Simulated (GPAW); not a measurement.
# HPbNO4 in GPAW: the effect of functional

Crystal: HPbNO4.

```
H Pb N O
1.0
     3.85404    0.14384    0.09012
    -0.25320    5.52698    0.16471
    -0.48197   -1.92720    5.72025
H Pb N O
1 1 1 4
Cartesian
  -0.0083 2.5983 3.2335
  2.1473 2.6778 1.0046
  2.8237 3.6046 5.7249
  -0.4057 -0.9417 5.0623
  2.7256 -0.0852 0.8025
  -0.5912 2.3982 5.1009
  0.1280 2.5704 2.2622
```

The cell was built by a generator and needn't be a form met in nature.

Alike in all runs:

```yaml
Program: GPAW 26.7.0
Task: band structure
Cutoff: 800 eV
Basis: pw
k_mesh: 5 × 4 × 4
Occupations: fermi-dirac, width 0.05 eV
Spin: no spin polarisation
```

```csv
functional,potentials or basis,gap on the mesh (eV)
SCAN,GPAW PAW data sets (gpaw-data 1.2.1),3.43
GLLB-SC,the program's PAW data sets (release 1.2.1) made for this functional,?
AM05,PAW data sets generated in the run's folder for this functional,3.15
PW91,PAW data sets generated in the run's folder for this functional,3.13
r2SCAN,GPAW PAW data sets (gpaw-data 1.2.1),3.47
LDA,the program's PAW data sets (release 1.2.1) made for this functional,3.09
PBEsol,PAW data sets generated in the run's folder for this functional,3.14
```

Question: What does the run with functional GLLB-SC give?

Answer: gap on the mesh 4.54 eV.

Caveats: spin-orbit coupling is left out, which as a rule narrows the gap of such compounds by several tenths of an eV; the GLLB-SC gap is the Kohn-Sham gap of the path plus the derivative discontinuity (some runs); a model potential gives levels but no total energy (some runs); an odd mesh through Γ misses points on the zone boundary, where band edges often lie (some runs).

Runs at the PBE level aren't shown here.
